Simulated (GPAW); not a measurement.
Runs of GPAW 26.7.0 on Al3Pd. The structure is cubic, space group Pm-3m (No. 221). The conventional cell has a = 3.947 Å, b = 3.947 Å, c = 3.947 Å, α = 90.00°, β = 90.00°, γ = 90.00°. Pd (site symmetry m-3m) has 12 Al at 2.79 Å as nearest neighbours. Around Al (site symmetry 4/mmm) lie 4 Pd at 2.79 Å and 8 Al at 2.79 Å. The cell comes from a database or a generator and needn't be the stable form of this composition.

| task | level | potentials or basis | cell | band path | band points | gap on the mesh (eV) | pressure (GPa) | V0 of scaled cells (Å³/atom) | B0 (GPa) |
| --- | --- | --- | --- | --- | --- | --- | --- | --- | --- |
| equation of state | PBEsol | PAW data sets generated in the run's folder for this functional, pw | as given | - | - | - | - | (a) | 117 |
| band structure | PBEsol | PAW data sets generated in the run's folder for this functional, pw | as given | GXMGRX,MR | 80 | - | -1.5 | - | - |
| equation of state | LDA | the program's PAW data sets (release 1.2.1) made for this functional, pw | as given | - | - | - | - | (b) | 124 |
| band structure | LDA | the program's PAW data sets (release 1.2.1) made for this functional, pw | as given | GXMGRX,MR | 80 | - | -4.5 | - | - |
| single point | PBEsol | PAW data sets generated in the run's folder for this functional, pw | as given | - | - | none | -1.5 | - | - |
| single point | PBEsol | PAW data sets generated in the run's folder for this functional, pw | atoms moved at random, drawn with an rms of 0.05 Å | - | - | none | -1.2 | - | - |

Alike in all rows: no spin polarisation; k mesh 7 × 7 × 7; cutoff (eV) 600; smearing fermi-dirac 0.05 eV.

Fill in the values left out.

(a) 15.17; (b) 14.77.

A k mesh can miss the band edges, and the runs leave out spin-orbit coupling on Pd.

A gap of «none» marks a metal or a gap under the smearing width.
